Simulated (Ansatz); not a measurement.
# CH₄OSeSi: one species, many methods

The task here is to estimate one member of a computed series from the others.

Method: functionals in def2-TZVPP, the program's frozen cores in correlated methods; program: Ansatz 0.2.0, Gaussian basis.

Plan: PBE-D4, r2SCAN-D4, PBE0-D4, B3LYP-D4, ωB97X-V, ωB97M-V, B2PLYP; CCSD(T)/def2-TZVPP; MP2/def2-QZVPP; extrapolation to the limit.

### The geometry

All runs share one geometry, relaxed beforehand with PBE0-D4 in a triple-zeta def2 set.

SMILES `O=C([SiH3])[SeH]`, 8 atoms, charge 0, spin multiplicity 1.

Atoms are counted from 1 here; the program's logs count them from 0.

Bond lengths: O1–C2 1.196 Å, C2–Si3 1.926 Å, C2–Se4 1.957 Å, Si3–H5 1.483 Å, Si3–H6 1.482 Å, Si3–H7 1.482 Å, Se4–H8 1.468 Å. Angles: O1–C2–Si3 121.1°, O1–C2–Se4 119.6°, Si3–C2–Se4 119.3°, C2–Si3–H5 110.7°, C2–Si3–H6 106.9°, C2–Si3–H7 107.0°, H5–Si3–H6 110.6°, H5–Si3–H7 110.8°, H6–Si3–H7 110.7°, C2–Se4–H8 94.3°.

Set-up of the first run:

File in.yaml:

```yaml
crystal:
  periodic: [false, false, false]
  atoms:
    - {symbol: O, position_ang: [1.464394, -0.900875, 1.267857]}
    - {symbol: C, position_ang: [0.546175, -0.740755, 0.518923]}
    - {symbol: Si, position_ang: [0.071984, 1.017022, -0.110742]}
    - {symbol: Se, position_ang: [-0.502433, -2.284340, -0.070273]}
    - {symbol: H, position_ang: [-1.053251, 0.943332, -1.073987]}
    - {symbol: H, position_ang: [-0.311215, 1.811563, 1.080609]}
    - {symbol: H, position_ang: [1.279273, 1.587420, -0.753821]}
    - {symbol: H, position_ang: [-1.402828, -1.490364, -0.914366]}
basis:
  gaussian: {orbitals: def2-TZVPP}
hamiltonian: {xc: pbe, dispersion: d4}
output: {forces: true, orbitals: {seedname: orbitals}}
```

Run with:

```sh
ansatz run in.yaml --threads 4 --pin off --events-out ev --progress --plain --max-ram 10444MiB
```

Among the steps run: PBE-D4 (GGA); r2SCAN-D4 (meta-GGA); PBE0-D4 (hybrid); B3LYP-D4 (hybrid); ωB97X-V (range-separated); ωB97M-V (range-separated); B2PLYP (double hybrid); CCSD(T) in def2-TZVPP; MP2 in def2-QZVPP.

One table of the session follows, with a row left open; its other results are not shown here.

```
            method  atomisation energy (eV)
            PBE-D4                   28.225
         r2SCAN-D4                   27.678
           PBE0-D4                   27.365
          B3LYP-D4                   27.486
           ωB97X-V                   27.563
           ωB97M-V                        ?
            B2PLYP                   27.120
     HF/def2-TZVPP                   18.647
    MP2/def2-TZVPP                   27.113
   CCSD/def2-TZVPP                   26.056
CCSD(T)/def2-TZVPP                   26.654
           MP2/CBS                   27.963
       CCSD(T)/CBS                   27.505
```

Q: Estimate the row for ωB97M-V from the others.

**Answer.** atomisation energy (eV): 27.400. In the column «atomisation energy (eV)» it lies between PBE0-D4 (27.365) and B3LYP-D4 (27.486).

To keep in mind: Free atoms (1 O, 1 C, 1 Si, 1 Se, 4 H) were run apart at each level; the atomisation energy is their sum less the molecule, without zero-point or spin-orbit terms.
